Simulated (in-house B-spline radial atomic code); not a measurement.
# P¹⁴⁺: Hartree-Fock with and without relativity

Aim: what relativity does to the energy, levels and radii of P¹⁴⁺.

Program: in-house B-spline radial atomic code version 1. Level of theory: Hartree-Fock averaged over the configuration, non-relativistic (point nucleus) and Dirac-Coulomb (finite nucleus); spherical all-electron atom at the radial basis limit. These are calculated values, not measurements, unless marked.

## Step 1: Starting point

```
element       : phosphorus (Z = 15)
charge        : +14
electrons     : 1
configuration : 1s1
nucleus       : point (non-relativistic run); Fermi, rms radius 3.189 fm (Dirac runs)
```

## Step 2: Non-relativistic run

Settings of the run:

```ini
Z = 15
electrons = 1.0
configuration = 1s1
hamiltonian = nr
method = hf
spin_polarised = False
```

## Step 3: Dirac-Coulomb run

Settings of the run:

```ini
Z = 15
electrons = 1.0
configuration = 1s1
hamiltonian = dirac
method = hf
spin_polarised = False
nucleus = fermi
rms_radius = 3.1889
mass_number = 31
atomic_mass = 30.97376199768
speed_of_light = 137.035999084
```

Before running: How much does each shell's level and mean radius change with the Dirac Hamiltonian, and the total energy?

As calculated:

Levels and radii; the Dirac values are averaged over j with the occupations as weights.

| shell | ε non-rel. (eV) | ε Dirac (eV) | <r> non-rel. (bohr) | <r> Dirac (bohr) | change of <r> (%) |
| --- | --- | --- | --- | --- | --- |
| 1s | -3061.28 | -3070.50 | 0.1000 | 0.09960 | -0.40 |

Relativity and the finite nucleus together change the total energy by -0.3389 hartree (-0.3 %). First-order perturbation theory (mass-velocity plus Darwin) gives -0.3317 hartree, which is 98 % of the full shift. The 1s shell changes by -0.40 %.
